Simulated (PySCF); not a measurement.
# GeN₂H₆: NMR shieldings, spin-spin couplings, relativistic core levels

What do calculations give for the NMR shieldings, spin-spin couplings, relativistic core levels of GeN₂H₆ (`N[NH][GeH3]`)?

Computed with PySCF 2.14.0 and routines of our own; the level stands in each step. Atoms count from 0.

### 1 The starting structure

9 atoms, charge 0, multiplicity 1; geometry from: GFN2-xTB.

### 2 Relaxing the molecule at PBE0-D3(BJ)/def2-SVP

The job: settings as JSON, then the geometry in Å.

```
{"job": {"xc": "PBE0", "basis": "def2-SVP", "d3": "d3bj", "grid": 1, "maxiter": 30, "shake": 0.01, "kind": "geom"}, "charge": 0, "multiplicity": 1}
N     -1.532300     0.147690    -0.152620
N     -0.351310    -0.636950    -0.323570
Ge     1.195800     0.194490     0.141350
H     -2.302770    -0.479810    -0.147780
H     -1.501370     0.558250     0.772420
H     -0.349440    -0.939980    -1.290840
H      2.293010    -0.771860    -0.231620
H      1.484970     1.554250    -0.457000
H      1.121240     0.356760     1.655940
```

Run with:

```bash
OMP_NUM_THREADS=1 python heavy_run.py task.json out
```

The driver reads the jobs from task.json and runs them one after another.

The program printed:

```text
step   0  E = -2189.32301180  max force = 0.022315
step   1  E = -2189.32593532  max force = 0.007064
step   2  E = -2189.32615430  max force = 0.002378
step   3  E = -2189.32619292  max force = 0.000526
step   4  E = -2189.32625632  max force = 0.002842
step   5  E = -2189.32647975  max force = 0.009729
step   6  E = -2189.32676450  max force = 0.003682
step   7  E = -2189.32726894  max force = 0.006528
step   8  E = -2189.32857905  max force = 0.023530
step   9  E = -2189.32243019  max force = 0.065545
step  10  E = -2189.32916228  max force = 0.036197
step  11  E = -2189.33174028  max force = 0.014352
step  12  E = -2189.33340475  max force = 0.006212
step  13  E = -2189.33365450  max force = 0.003540
step  14  E = -2189.33374702  max force = 0.002149
step  15  E = -2189.33378225  max force = 0.000873
step  16  E = -2189.33380783  max force = 0.000756
step  17  E = -2189.33383983  max force = 0.000930
step  18  E = -2189.33385070  max force = 0.000459
step  19  E = -2189.33385304  max force = 0.000189
optimisation converged
```

Wall time 40 s (1 thread of Arm Neoverse V2, shared host); peak memory 0.38 GiB.

Step by step: (the energy doesn't fall at every step)

```
step  energy from step 0 (eV)  largest force component (eV/Å)
   0                   0.0000                          1.1475
   1                  -0.0796                          0.3632
   2                  -0.0855                          0.1223
   3                  -0.0866                          0.0270
   4                  -0.0883                          0.1461
   5                  -0.0944                          0.5003
   6                  -0.1021                          0.1893
   7                  -0.1158                          0.3357
   8                  -0.1515                          1.2100
   9                   0.0158                          3.3705
  10                  -0.1674                          1.8613
  11                  -0.2375                          0.7380
  12                  -0.2828                          0.3194
  13                  -0.2896                          0.1820
  14                  -0.2921                          0.1105
  15                  -0.2931                          0.0449
  16                  -0.2938                          0.0389
  17                  -0.2946                          0.0478
  18                  -0.2949                          0.0236
  19                  -0.2950                          0.0097
```

Close pairs (by a distance rule), those that changed most:

```csv
bond,before (Å),after (Å),change (Å)
Ge2–H7,1.513,1.552,+0.038
Ge2–H6,1.509,1.539,+0.030
N0–N1,1.428,1.398,-0.030
N0–H3,0.994,1.018,+0.025
N1–Ge2,1.817,1.836,+0.019
Ge2–H8,1.525,1.541,+0.016
N0–H4,1.013,1.022,+0.009
N1–H5,1.014,1.014,+0.001
```

The final coordinates are the input of the step that follows.

```csv
at the end point,value
point group (found at 0.08 Å tolerance),C1
"rotational constants (GHz, main isotopes)","28.672, 3.801, 3.578"
dipole moment (D),0.79
```

### 3 NMR shieldings: PBE0/pcJ-1 Ge:dyall-v2z, spin–orbit

The job: settings as JSON, then the geometry in Å.

```
{"job": {"kind": "hnmr", "xc": "PBE0", "basis": {"default": "pcJ-1", "Ge": "dyall-v2z"}, "rel": "so"}, "charge": 0, "multiplicity": 1}
N     -1.498713    -0.107891    -0.055276
N     -0.259722    -0.685484    -0.348652
Ge     1.301020     0.043351     0.287034
H     -1.782837    -0.356566     0.890481
H     -1.484578     0.911857    -0.121218
H     -0.248772    -1.083537    -1.281657
H      2.470648    -0.722278    -0.356514
H      1.404210     1.556182    -0.042044
H      1.311533    -0.105989     1.821150
```

With the program's defaults for keys left out, this is: PBE0/pcJ-1 Ge:dyall-v2z GIAO NMR shielding, X2C with spin-orbit coupling, screened-nuclear two-electron part, Gaussian nuclei, gas phase.

The program printed:

```text
spin-free SCF
coarse grid: 32488 points
cycle   1  E = -2211.5381581378  dE =  5.607e-02  |g| = 4.974e-01  |ddm| = 2.243e+00
cycle   2  E = -2211.5129633652  dE =  2.519e-02  |g| = 6.880e-01  |ddm| = 7.211e-01
cycle   3  E = -2211.5688352839  dE = -5.587e-02  |g| = 5.145e-02  |ddm| = 4.273e-01
cycle   4  E = -2211.5691262068  dE = -2.909e-04  |g| = 2.862e-02  |ddm| = 5.039e-02
cycle   5  E = -2211.5692620801  dE = -1.359e-04  |g| = 8.749e-03  |ddm| = 2.299e-02
cycle   6  E = -2211.5692750337  dE = -1.295e-05  |g| = 7.874e-04  |ddm| = 5.704e-03
cycle   7  E = -2211.5692751470  dE = -1.133e-07  |g| = 2.388e-04  |ddm| = 7.923e-04
final grid: 67256 points
cycle   8  E = -2211.5693993904  dE = -6.531e-08  |g| = 5.649e-04  |ddm| = 6.214e-04
cycle   9  E = -2211.5693993812  dE =  9.203e-09  |g| = 4.375e-04  |ddm| = 3.456e-04
cycle  10  E = -2211.5693993998  dE = -1.865e-08  |g| = 1.733e-04  |ddm| = 2.552e-04
cycle  11  E = -2211.5693994030  dE = -3.203e-09  |g| = 1.975e-05  |ddm| = 6.962e-05
converged SCF energy = -2211.5693994030
two-component SCF
cycle   1  E = -2211.5321162042  dE = -2.212e+03  |FDS-SDF| = 1.504e+01
cycle   2  E = -2211.6122948555  dE = -8.018e-02  |FDS-SDF| = 7.132e-02
cycle   3  E = -2211.6123500157  dE = -5.516e-05  |FDS-SDF| = 2.450e-03
cycle   4  E = -2211.6123506191  dE = -6.034e-07  |FDS-SDF| = 1.386e-03
cycle   5  E = -2211.6123507048  dE = -8.567e-08  |FDS-SDF| = 4.804e-04
cycle   6  E = -2211.6123507222  dE = -1.738e-08  |FDS-SDF| = 3.886e-05
converged, E = -2211.6123507222

Field gradients (au) and densities at the nuclei (bohr^-3)
atom        Vxx        Vyy        Vzz        centre      nuclear mean
  0 N      0.3465     0.9773    -1.3238        204.320        204.315
  1 N      0.3590     1.0085    -1.3675        204.159        204.154
  2 Ge    -0.2658    -0.3489     0.6147      29255.203      29225.828
  3 H     -0.1509    -0.2228     0.3737          0.481          0.481
  4 H     -0.1456    -0.2190     0.3646          0.481          0.481
  5 H     -0.1518    -0.2382     0.3900          0.476          0.476
  6 H     -0.0649    -0.0692     0.1341          0.408          0.408
  7 H     -0.0621    -0.0657     0.1278          0.409          0.409
  8 H     -0.0645    -0.0686     0.1332          0.410          0.410
without picture change
  2 Ge                           0.6338                     45023.742

Core orbital energies (eV)
atom   shell        mean    spread
  2 Ge 1s       -11006.057   0.000
  2 Ge 2s        -1390.876   0.000
  2 Ge 3s         -176.358   0.000
  2 Ge 4s          -17.547   0.000
  2 Ge 2p1/2     -1235.571   0.000
  2 Ge 2p3/2     -1203.811   0.007
  2 Ge 3p1/2      -124.757   0.000
  2 Ge 3p3/2      -120.415   0.025
  2 Ge 3d3/2       -32.991   0.054
  2 Ge 3d5/2       -32.403   0.090

Shielding tensors (ppm)
atom      isotropic    diamagn.    paramagn.     s11        s22        s33       span
  0 N       195.51      314.18     -118.67     144.27     181.09     261.17     116.90
  1 N       221.60      314.53      -92.93     160.99     210.44     293.37     132.38
  2 Ge     1680.54     2650.97     -970.43    1521.15    1658.92    1861.56     340.41
  3 H        28.87       30.35       -1.48      22.14      26.54      37.93      15.79
  4 H        29.27       30.50       -1.23      22.22      27.83      37.77      15.54
  5 H        29.38       30.61       -1.23      19.33      28.83      39.96      20.63
  6 H        26.25       27.74       -1.49      19.56      22.01      37.17      17.62
  7 H        26.41       28.08       -1.67      19.84      22.40      36.98      17.14
  8 H        26.58       28.08       -1.51      20.08      22.60      37.05      16.97
```

It took 43 s on 1 thread of Arm Neoverse V2, shared host; peak memory 1.1 GiB.

Key values:

| quantity | value |
| --- | --- |
| energy from spin-orbit coupling | -0.0430 Eh |

### 4 Spin-spin couplings: PBE0/pcJ-1 Ge:dyall-v2z, spin–orbit

Settings changed since step 3:

```diff
@@ -1,2 +1,2 @@
-{"job": {"kind": "hnmr", "xc": "PBE0", "basis": {"default": "pcJ-1", "Ge": "dyall-v2z"}, "rel": "so"}, "charge": 0, "multiplicity": 1}
+{"job": {"kind": "hj", "xc": "PBE0", "basis": {"default": "pcJ-1", "Ge": "dyall-v2z"}, "rel": "so", "atoms": [2]}, "charge": 0, "multiplicity": 1}
 N     -1.498713    -0.107891    -0.055276
```

With the program's defaults for keys left out, this is: PBE0/pcJ-1 Ge:dyall-v2z indirect spin-spin coupling, X2C with spin-orbit coupling, screened-nuclear two-electron part, Gaussian nuclei, gas phase.

The program printed:

```text
spin-free SCF
coarse grid: 32488 points
cycle   1  E = -2211.5381581378  dE =  5.607e-02  |g| = 4.974e-01  |ddm| = 2.243e+00
cycle   2  E = -2211.5129633652  dE =  2.519e-02  |g| = 6.880e-01  |ddm| = 7.211e-01
cycle   3  E = -2211.5688352839  dE = -5.587e-02  |g| = 5.145e-02  |ddm| = 4.273e-01
cycle   4  E = -2211.5691262068  dE = -2.909e-04  |g| = 2.862e-02  |ddm| = 5.039e-02
cycle   5  E = -2211.5692620801  dE = -1.359e-04  |g| = 8.749e-03  |ddm| = 2.299e-02
cycle   6  E = -2211.5692750337  dE = -1.295e-05  |g| = 7.874e-04  |ddm| = 5.704e-03
cycle   7  E = -2211.5692751470  dE = -1.133e-07  |g| = 2.388e-04  |ddm| = 7.923e-04
final grid: 67256 points
cycle   8  E = -2211.5693993904  dE = -6.531e-08  |g| = 5.649e-04  |ddm| = 6.214e-04
cycle   9  E = -2211.5693993812  dE =  9.203e-09  |g| = 4.375e-04  |ddm| = 3.456e-04
cycle  10  E = -2211.5693993998  dE = -1.865e-08  |g| = 1.733e-04  |ddm| = 2.552e-04
cycle  11  E = -2211.5693994030  dE = -3.203e-09  |g| = 1.975e-05  |ddm| = 6.962e-05
converged SCF energy = -2211.5693994030
two-component SCF
cycle   1  E = -2211.5321162042  dE = -2.212e+03  |FDS-SDF| = 1.504e+01
cycle   2  E = -2211.6122948555  dE = -8.018e-02  |FDS-SDF| = 7.132e-02
cycle   3  E = -2211.6123500157  dE = -5.516e-05  |FDS-SDF| = 2.450e-03
cycle   4  E = -2211.6123506191  dE = -6.034e-07  |FDS-SDF| = 1.386e-03
cycle   5  E = -2211.6123507048  dE = -8.567e-08  |FDS-SDF| = 4.804e-04
cycle   6  E = -2211.6123507222  dE = -1.738e-08  |FDS-SDF| = 3.886e-05
converged, E = -2211.6123507222

Indirect spin-spin couplings
  i        j     bonds      J/Hz   K/1e19 T2/J   anisotropy/Hz
  2  73Ge   0  15N    2       -2.29      -53.83         3.9
  2  73Ge   1  15N    1       -0.69      -16.24        19.4
  2  73Ge   3   1H    3        1.19       -2.84        -1.6
  2  73Ge   4   1H    3       -2.30        5.48        -1.9
  2  73Ge   5   1H    2       -8.65       20.57        -3.1
  2  73Ge   6   1H    1      -96.31      229.16       -17.8
  2  73Ge   7   1H    1      -90.91      216.31       -16.5
  2  73Ge   8   1H    1     -104.13      247.76       -16.3
```

It took 34 s on 1 thread of Arm Neoverse V2, shared host; peak memory 0.82 GiB.

From this job:

```
                       quantity       value
energy from spin-orbit coupling  -0.0430 Eh
```

### 5 Relativistic core levels: PBE0/pcJ-1 Ge:dyall-v2z, spin–orbit

Settings changed since step 4:

```diff
@@ -1,2 +1,2 @@
-{"job": {"kind": "hj", "xc": "PBE0", "basis": {"default": "pcJ-1", "Ge": "dyall-v2z"}, "rel": "so", "atoms": [2]}, "charge": 0, "multiplicity": 1}
+{"job": {"kind": "hxps", "xc": "PBE0", "basis": {"default": "pcJ-1", "Ge": "dyall-v2z"}, "rel": "so", "holes": [[2, "2p"]]}, "charge": 0, "multiplicity": 1}
 N     -1.498713    -0.107891    -0.055276
```

Level: PBE0/pcJ-1 Ge:dyall-v2z core ionisation, delta-SCF with one localised hole, X2C with spin-orbit coupling, screened-nuclear two-electron part, Gaussian nuclei, gas phase.

The program printed:

```text
spin-free SCF
coarse grid: 32488 points
cycle   1  E = -2211.5381581378  dE =  5.607e-02  |g| = 4.974e-01  |ddm| = 2.243e+00
cycle   2  E = -2211.5129633652  dE =  2.519e-02  |g| = 6.880e-01  |ddm| = 7.211e-01
cycle   3  E = -2211.5688352839  dE = -5.587e-02  |g| = 5.145e-02  |ddm| = 4.273e-01
cycle   4  E = -2211.5691262068  dE = -2.909e-04  |g| = 2.862e-02  |ddm| = 5.039e-02
cycle   5  E = -2211.5692620801  dE = -1.359e-04  |g| = 8.749e-03  |ddm| = 2.299e-02
cycle   6  E = -2211.5692750337  dE = -1.295e-05  |g| = 7.874e-04  |ddm| = 5.704e-03
cycle   7  E = -2211.5692751470  dE = -1.133e-07  |g| = 2.388e-04  |ddm| = 7.923e-04
final grid: 67256 points
cycle   8  E = -2211.5693993904  dE = -6.531e-08  |g| = 5.649e-04  |ddm| = 6.214e-04
cycle   9  E = -2211.5693993812  dE =  9.203e-09  |g| = 4.375e-04  |ddm| = 3.456e-04
cycle  10  E = -2211.5693993998  dE = -1.865e-08  |g| = 1.733e-04  |ddm| = 2.552e-04
cycle  11  E = -2211.5693994030  dE = -3.203e-09  |g| = 1.975e-05  |ddm| = 6.962e-05
converged SCF energy = -2211.5693994030
two-component SCF
cycle   1  E = -2211.5321162042  dE = -2.212e+03  |FDS-SDF| = 1.504e+01
cycle   2  E = -2211.6122948555  dE = -8.018e-02  |FDS-SDF| = 7.132e-02
cycle   3  E = -2211.6123500157  dE = -5.516e-05  |FDS-SDF| = 2.450e-03
cycle   4  E = -2211.6123506191  dE = -6.034e-07  |FDS-SDF| = 1.386e-03
cycle   5  E = -2211.6123507048  dE = -8.567e-08  |FDS-SDF| = 4.804e-04
cycle   6  E = -2211.6123507222  dE = -1.738e-08  |FDS-SDF| = 3.886e-05
converged, E = -2211.6123507222

Field gradients (au) and densities at the nuclei (bohr^-3)
atom        Vxx        Vyy        Vzz        centre      nuclear mean
  0 N      0.3465     0.9773    -1.3238        204.320        204.315
  1 N      0.3590     1.0085    -1.3675        204.159        204.154
  2 Ge    -0.2658    -0.3489     0.6147      29255.203      29225.828
  3 H     -0.1509    -0.2228     0.3737          0.481          0.481
  4 H     -0.1456    -0.2190     0.3646          0.481          0.481
  5 H     -0.1518    -0.2382     0.3900          0.476          0.476
  6 H     -0.0649    -0.0692     0.1341          0.408          0.408
  7 H     -0.0621    -0.0657     0.1278          0.409          0.409
  8 H     -0.0645    -0.0686     0.1332          0.410          0.410
without picture change
  2 Ge                           0.6338                     45023.742

Core orbital energies (eV)
atom   shell        mean    spread
  2 Ge 1s       -11006.057   0.000
  2 Ge 2s        -1390.876   0.000
  2 Ge 3s         -176.358   0.000
  2 Ge 4s          -17.547   0.000
  2 Ge 2p1/2     -1235.571   0.000
  2 Ge 2p3/2     -1203.811   0.007
  2 Ge 3p1/2      -124.757   0.000
  2 Ge 3p3/2      -120.415   0.025
  2 Ge 3d3/2       -32.991   0.054
  2 Ge 3d5/2       -32.403   0.090

hole in 2p3/2 of atom 2
cycle   1  E = -2165.6444388839  dE = -2.166e+03  |FDS-SDF| = 6.561e+00
cycle   2  E = -2165.5383499802  dE =  1.061e-01  |FDS-SDF| = 5.624e+00
cycle   3  E = -2166.7206464387  dE = -1.182e+00  |FDS-SDF| = 6.377e-01
cycle   4  E = -2166.7397084636  dE = -1.906e-02  |FDS-SDF| = 1.817e-01
cycle   5  E = -2166.7460462001  dE = -6.338e-03  |FDS-SDF| = 4.671e-02
cycle   6  E = -2166.7464375114  dE = -3.913e-04  |FDS-SDF| = 7.542e-03
cycle   7  E = -2166.7464479925  dE = -1.048e-05  |FDS-SDF| = 1.625e-03
cycle   8  E = -2166.7464486705  dE = -6.780e-07  |FDS-SDF| = 2.388e-04
cycle   9  E = -2166.7464487035  dE = -3.303e-08  |FDS-SDF| = 7.238e-05
converged, E = -2166.7464487035

Core binding energies (eV)
atom   line    delta-SCF   -orbital   splitting
  2 Ge 2p3/2    1220.862    1203.81     31.76
```

Wall time 27 s (1 thread of Arm Neoverse V2, shared host); peak memory 0.96 GiB.

Key values:

```
                       quantity       value
energy from spin-orbit coupling  -0.0430 Eh
```

### 6 NMR shieldings: PBE0/pcJ-1 Ge:dyall-v2z, spin-free

Settings changed since step 5:

```diff
@@ -1,2 +1,2 @@
-{"job": {"kind": "hxps", "xc": "PBE0", "basis": {"default": "pcJ-1", "Ge": "dyall-v2z"}, "rel": "so", "holes": [[2, "2p"]]}, "charge": 0, "multiplicity": 1}
+{"job": {"kind": "hnmr", "xc": "PBE0", "basis": {"default": "pcJ-1", "Ge": "dyall-v2z"}, "rel": "sf"}, "charge": 0, "multiplicity": 1}
 N     -1.498713    -0.107891    -0.055276
```

Method: PBE0/pcJ-1 Ge:dyall-v2z GIAO NMR shielding, spin-free X2C, Gaussian nuclei, gas phase.

The program printed:

```text
spin-free SCF
coarse grid: 32488 points
cycle   1  E = -2211.5381581378  dE =  5.607e-02  |g| = 4.974e-01  |ddm| = 2.243e+00
cycle   2  E = -2211.5129633652  dE =  2.519e-02  |g| = 6.880e-01  |ddm| = 7.211e-01
cycle   3  E = -2211.5688352839  dE = -5.587e-02  |g| = 5.145e-02  |ddm| = 4.273e-01
cycle   4  E = -2211.5691262068  dE = -2.909e-04  |g| = 2.862e-02  |ddm| = 5.039e-02
cycle   5  E = -2211.5692620801  dE = -1.359e-04  |g| = 8.749e-03  |ddm| = 2.299e-02
cycle   6  E = -2211.5692750337  dE = -1.295e-05  |g| = 7.874e-04  |ddm| = 5.704e-03
cycle   7  E = -2211.5692751470  dE = -1.133e-07  |g| = 2.388e-04  |ddm| = 7.923e-04
final grid: 67256 points
cycle   8  E = -2211.5693993904  dE = -6.531e-08  |g| = 5.649e-04  |ddm| = 6.214e-04
cycle   9  E = -2211.5693993812  dE =  9.203e-09  |g| = 4.375e-04  |ddm| = 3.456e-04
cycle  10  E = -2211.5693993998  dE = -1.865e-08  |g| = 1.733e-04  |ddm| = 2.552e-04
cycle  11  E = -2211.5693994030  dE = -3.203e-09  |g| = 1.975e-05  |ddm| = 6.962e-05
converged SCF energy = -2211.5693994030
check of the scalar solution
cycle   1  E = -2211.5693994031  dE = -2.212e+03  |FDS-SDF| = 1.975e-05
cycle   2  E = -2211.5693994030  dE =  4.002e-11  |FDS-SDF| = 2.458e-05
converged, E = -2211.5693994030

Field gradients (au) and densities at the nuclei (bohr^-3)
atom        Vxx        Vyy        Vzz        centre      nuclear mean
  0 N      0.3465     0.9773    -1.3238        204.320        204.315
  1 N      0.3589     1.0085    -1.3674        204.159        204.154
  2 Ge    -0.2657    -0.3488     0.6145      29253.566      29224.190
  3 H     -0.1509    -0.2228     0.3737          0.481          0.481
  4 H     -0.1456    -0.2190     0.3646          0.481          0.481
  5 H     -0.1518    -0.2382     0.3900          0.476          0.476
  6 H     -0.0649    -0.0692     0.1341          0.408          0.408
  7 H     -0.0621    -0.0657     0.1278          0.409          0.409
  8 H     -0.0646    -0.0687     0.1332          0.410          0.410
without picture change
  2 Ge                           0.6337                     45024.012

Core orbital energies (eV)
atom   shell        mean    spread
  2 Ge 1s       -11006.163   0.000
  2 Ge 2s        -1390.896   0.000
  2 Ge 3s         -176.361   0.000
  2 Ge 4s          -17.548   0.000
  2 Ge 2p        -1214.252   0.011
  2 Ge 3p         -121.840   0.043
  2 Ge 3d          -32.638   0.152

Shielding tensors (ppm)
atom      isotropic    diamagn.    paramagn.     s11        s22        s33       span
  0 N       193.01      315.59     -122.58     141.14     178.81     259.09     117.94
  1 N       216.97      315.99      -99.02     154.70     207.16     289.06     134.36
  2 Ge     1486.92     2767.72    -1280.81    1325.54    1463.63    1671.58     346.04
  3 H        28.84       30.35       -1.50      22.09      26.53      37.92      15.84
  4 H        29.25       30.50       -1.25      22.18      27.81      37.77      15.59
  5 H        29.44       30.61       -1.17      19.45      28.83      40.02      20.57
  6 H        26.47       27.79       -1.32      20.36      21.73      37.32      16.96
  7 H        26.57       28.12       -1.55      20.32      22.28      37.11      16.78
  8 H        26.69       28.13       -1.44      20.45      22.42      37.19      16.74
```

Run time: 16 s. Hardware: 1 thread of Arm Neoverse V2, shared host; peak memory 0.96 GiB.

[end of part 1 of 2]
